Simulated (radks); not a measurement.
# Se⁴⁺ in [Ar] 3d10 4s2: an all-electron calculation

Wanted: eigenvalues, radial structure and energy terms of the selenium ion Se4+.

Method: scalar-relativistic Kohn-Sham, LDA (Slater exchange, Perdew-Zunger correlation), spin-polarised, spherical densities, finite nucleus. Code: radks (a radial shooting solver on a logarithmic mesh, Libxc functionals) version 1.

**1. The system**

| Item | Value |
| --- | --- |
| element | selenium (Z = 34) |
| charge | +4 |
| electrons | 30 |
| configuration | [Ar] 3d10 4s2 |
| nuclear rms radius | 4.14 fm |

The outer shells:

Se⁴⁺
```
[Ar] core
3d [↑↓][↑↓][↑↓][↑↓][↑↓]
4s [↑↓]
```

**2. The run**

The run's settings:

```text
Z 34
configuration [Ar] 3d10 4s2 4p0 5s0
relativity scalar-relativistic
functional lda,pz
spin polarised
nucleus finite rms 4.14 fm
c 137.035999084
```

Started as:

```bash
$ python run_ks.py task.json out
```

The same process makes all the runs of this session.

Q: Predict the outcome of this run.

As calculated:

| quantity | value |
| --- | --- |
| total energy | -2422.90013 hartree |
| exchange-correlation share of it | 3.43 % |
| −T/E | 1.0201 |
| highest occupied level | 4s, -62.191 eV |
| most extended occupied level | 4s up, <r> = 1.59 bohr |
| radius at density 0.001 e/bohr³ | 2.92 bohr |
| maxima of the radial density | 3 |
| ionisation energy, NIST | 68.3 (semi-emp.) eV |

What this shows: The radial density shows 3 maxima for 4 occupied principal shells; where shells overlap, one shows as a shoulder or not at all. Relativity lifts −T/E to 1.020. Minus the highest eigenvalue, 62.191 eV, is 91 % of the tabulated ionisation energy (68.3 eV). 
